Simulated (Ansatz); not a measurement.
**SiGeF+ (quintet): the correlation ladder, cc-pVDZ**

One table from this session's results is given with a row withheld; the runs are named, their logs left out.

Computed with Ansatz 0.2.0, Gaussian basis. Level: cc-pVDZ, core rule «outside noble gas», up to 20 orbitals frozen.

Plan: UHF; CCSD(T) on ROHF; CCSD(T) on UHF; BCCD(T) on ROHF; CISD; CCSDT(Q) on ROHF; CCSDT(Q) on UHF.

39 further runs of the same task are left out: 10 for a known fault of the program, 14 that didn't finish, 15 set aside as unsound or not needed.

## The geometry

The geometry is a PBE0/def2-TZVP stationary point (not a proven minimum) of the parent state, kept for this charge and spin. No spin-orbit coupling is included. The filled d shell of Ge may be among the frozen orbitals whatever the setting's name suggests; the logs give the count.

3 atoms, charge 1, spin multiplicity 5.

Atoms are counted from 1 here; the program's logs count them from 0.

Bond lengths: F1–Ge2 1.759 Å, Ge2–Si3 2.416 Å. Angles: F1–Ge2–Si3 106.7°.

The first run:

in.yaml reads:

```yaml
crystal:
  periodic: [false, false, false]
  atoms:
    - {symbol: F, position_ang: [0.000000, -1.068183, 1.360686]}
    - {symbol: Ge, position_ang: [0.000000, 0.397053, 0.388067]}
    - {symbol: Si, position_ang: [0.000000, -0.304362, -1.924126]}
basis:
  gaussian: {orbitals: cc-pVDZ}
total_charge: 1
magnetization: {spin_polarized: true, initial_magnetization: 4}
hamiltonian: {xc: hf}
output: {orbitals: {seedname: orbitals}}
```

Launch:

```
$ ansatz run in.yaml --threads 1 --pin off --events-out ev --progress --plain --max-ram 2393MiB
```

Steps of the session up to this table: UHF; CCSD(T) on ROHF; CCSD(T) on UHF; BCCD(T) on ROHF; CISD; CCSDT(Q) on ROHF; CCSDT(Q) on UHF.

One table of the session follows, with a row left open; its other results are not shown here.

| method | from RCCSDT(Q) (meV) |
| --- | --- |
| ROHF | +8764.1 |
| UHF | +8664.2 |
| RMP2 | +974.9 |
| UMP2 | +1014.4 |
| RCCSD | +377.2 |
| UCCSD | +372.7 |
| RCCSD(T) | +87.2 |
| UCCSD(T) | ? |
| BCCD(T) | +74.1 |
| RCCSDT | +26.0 |
| UCCSDT | +18.7 |
| RCCSDT(Q) | 0 |
| UCCSDT(Q) | -18.7 |

Q: Estimate the row for UCCSD(T) from the others.

As computed: from RCCSDT(Q) (meV): +83.6. In the column «from RCCSDT(Q) (meV)» it lies between BCCD(T) (+74.1) and RCCSD(T) (+87.2).

Not comparable, so not listed: CISD (they don't share determinant, frozen orbitals or solution with the rows shown, or repeat one).

Caveats from the session: Restricted and unrestricted rows rest on different reference determinants; where their highest levels disagree by more than a few hundredths of an eV, they describe different states and don't form one ladder.
